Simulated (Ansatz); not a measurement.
**CH₄BFN₂: how energies converge with the basis set**

An exercise on one series of results from a longer session: the logs are not shown, and one member is left open.

Program: Ansatz 0.2.0, Gaussian basis. Level of theory: one geometry, several basis sets. These are calculated values, not measurements.

The runs, in order: PBE0-D4/def2-SVP; ωB97M-V/def2-SVP; PBE0-D4/def2-QZVPP; ωB97M-V/def2-QZVPP; the functionals' def2-TZVPP values are taken from earlier runs.

### The relaxed structure

An earlier PBE0-D4 in a triple-zeta def2 set relaxation fixed the geometry.

SMILES `N/C=N/BF`, 9 atoms, charge 0, spin multiplicity 1.

Atoms are counted from 1 here; the program's logs count them from 0.

Bond lengths: N1–C2 1.336 Å, N1–H6 1.007 Å, N1–H7 1.003 Å, C2–N3 1.281 Å, C2–H8 1.100 Å, N3–B4 1.416 Å, B4–F5 1.329 Å, B4–H9 1.208 Å. Angles: C2–N1–H6 118.7°, C2–N1–H7 121.7°, H6–N1–H7 119.6°, N1–C2–N3 122.7°, N1–C2–H8 113.5°, N3–C2–H8 123.8°, C2–N3–B4 116.7°, N3–B4–F5 119.6°, N3–B4–H9 123.7°, F5–B4–H9 116.7°.

Set-up of the first run:

Contents of in.yaml:

```yaml
crystal:
  periodic: [false, false, false]
  atoms:
    - {symbol: N, position_ang: [-1.416980, 0.099452, 1.060575]}
    - {symbol: C, position_ang: [-0.361844, -0.217444, 0.304391]}
    - {symbol: N, position_ang: [0.329772, 0.660779, -0.321627]}
    - {symbol: B, position_ang: [1.420390, 0.182394, -1.087820]}
    - {symbol: F, position_ang: [2.181346, 1.044078, -1.755638]}
    - {symbol: H, position_ang: [-1.680875, 1.067551, 1.141775]}
    - {symbol: H, position_ang: [-1.947228, -0.600872, 1.544083]}
    - {symbol: H, position_ang: [-0.150896, -1.296786, 0.275944]}
    - {symbol: H, position_ang: [1.714816, -0.985453, -1.178682]}
basis:
  gaussian: {orbitals: def2-SVP}
hamiltonian: {xc: pbe0, dispersion: d4}
output: {orbitals: {seedname: orbitals}}
```

Command:

```sh
$ ansatz run in.yaml --threads 2 --pin off --events-out ev --progress --plain --max-ram 4352MiB
```

Steps of the session up to this table: PBE0-D4 in def2-SVP; ωB97M-V in def2-SVP; PBE0-D4 in def2-QZVPP; ωB97M-V in def2-QZVPP.

One table of the session follows, with a row left open; its other results are not shown here.

| functional | basis | HOMO (eV) |
| --- | --- | --- |
| PBE0-D4 | def2-SVP | ? |
| PBE0-D4 | def2-TZVPP | -7.36 |
| PBE0-D4 | def2-QZVPP | -7.40 |
| ωB97M-V | def2-SVP | -9.51 |
| ωB97M-V | def2-TZVPP | -9.73 |
| ωB97M-V | def2-QZVPP | -9.77 |

Estimate the missing values for PBE0-D4, def2-SVP.

**Answer.** HOMO (eV): -7.16. In the column «HOMO (eV)» it is the highest.
